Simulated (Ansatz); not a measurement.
# InCl2O radical (SMILES [O][In]([Cl])[Cl]): a rigid scan of the angle Cl3–In2–Cl4

The task here is to estimate one member of a computed series from the others.

Method: single points in def2-TZVPP; program: Ansatz 0.2.0, Gaussian basis.

Levels: PBE-D4, r2SCAN-D4, PBE0-D4, B3LYP-D4, wB97M-V, Hartree-Fock, MP2, CCSD, CCSD(T). The scan takes 91.6, 99.1, 106.6, 114.1, 121.6, 129.1, 136.6, 144.1, 151.6°.

Correlated methods freeze the cores. Filled d shells of the heavier atoms are correlated. Core potentials replace the inner electrons past krypton, and spin-orbit coupling is left out. Orbitals are unrestricted. B3LYP uses VWN-RPA correlation.

10 further runs of the same task are left out: 10 set aside as unsound or not needed.

**Starting geometry**

The minimum, relaxed at PBE0-D4: SMILES `[O][In]([Cl])[Cl]`, 4 atoms, charge 0, spin multiplicity 2.

Atoms are counted from 1 here; the program's logs count them from 0.

Bond lengths: O1–In2 1.989 Å, In2–Cl3 2.293 Å, In2–Cl4 2.293 Å. Angles: O1–In2–Cl3 119.2°, O1–In2–Cl4 119.2°, Cl3–In2–Cl4 121.6°.

Geometry (Å):

```xyz
4
Cl2InO
O     0.60627    1.01399    1.66763
In    0.03173    0.01599    0.04541
Cl    0.74165   -2.14497   -0.24818
Cl   -1.32414    1.05469   -1.48516
```

Energies of the minimum (eV), from earlier single points: PBE-D4 -32256.49169, r2SCAN-D4 -32268.12607, PBE0-D4 -32258.40589, B3LYP-D4 -32271.39986, wB97M-V -32265.60229, CCSD(T) -32221.01272.

At the minimum the angle Cl3–In2–Cl4 is 121.6°.

The first run:

ccsdt-tzvpp/in.yaml reads:

```yaml
crystal:
  periodic: [false, false, false]
  atoms:
    - {symbol: O, position_ang: [0.606268, 1.013990, 1.667626]}
    - {symbol: In, position_ang: [0.031729, 0.015988, 0.045413]}
    - {symbol: Cl, position_ang: [0.068450, -1.910459, -1.198528]}
    - {symbol: Cl, position_ang: [-1.324144, 1.054695, -1.485156]}
basis:
  gaussian: {orbitals: def2-TZVPP}
magnetization: {spin_polarized: true, initial_magnetization: 1}
correlation: {method: ccsd_t}
scf: {omitted_lower_state_checks: [cluster_reference]}
```

No record of the launch command was kept for these runs.

Steps of the session up to this table: Cl3–In2–Cl4 = 91.6°; Cl3–In2–Cl4 = 99.1°; Cl3–In2–Cl4 = 106.6°; Cl3–In2–Cl4 = 114.1°; Cl3–In2–Cl4 = 121.6°; Cl3–In2–Cl4 = 129.1°; Cl3–In2–Cl4 = 136.6°; Cl3–In2–Cl4 = 144.1°; Cl3–In2–Cl4 = 151.6°.

One of the session's tables, all rows but one given; the rest of the session is left out.

Energies less that of the minimum at the same level (kcal/mol):

| angle (°) | PBE-D4 | PBE0-D4 | B3LYP-D4 | wB97M-V | Hartree-Fock |
| --- | --- | --- | --- | --- | --- |
| 91.6 | 8.2 | 9.3 | 9.4 | 9.6 | 12.1 |
| 99.1 | ? | ? | ? | ? | ? |
| 106.6 | 1.7 | 2.0 | 2.0 | 2.1 | 2.8 |
| 114.1 | 0.4 | 0.5 | 0.5 | 0.5 | 0.7 |
| 121.6 | 0.0 | 0.0 | 0.0 | 0.0 | 0.0 |
| 121.6 (minimum) | 0.0 | 0.0 | 0.0 | 0.0 | 0.0 |
| 129.1 | 0.5 | 0.5 | 0.4 | 0.5 | 0.5 |
| 136.6 | 1.7 | 1.9 | 1.8 | 1.9 | 2.1 |
| 144.1 | 3.7 | 4.2 | 4.1 | 4.3 | 5.1 |
| 151.6 | 6.6 | 7.7 | 7.5 | 7.9 | 9.7 |

**Question.** Estimate the row for angle (°) = 99.1.

Worked estimate for «PBE-D4». A straight line through the neighbours (91.6, 8.2) and (106.6, 1.7) gives 8.2 + (1.7 − 8.2) × (99.1 − 91.6) / (106.6 − 91.6) = 4.9; a parabola fitted to 3 rows on both sides gives 4.3.

The run gave: PBE-D4: 4.1; PBE0-D4: 4.8; B3LYP-D4: 4.9; wB97M-V: 5.0; Hartree-Fock: 6.4. In «PBE-D4» the line misses by +0.8 and the parabola by +0.2.
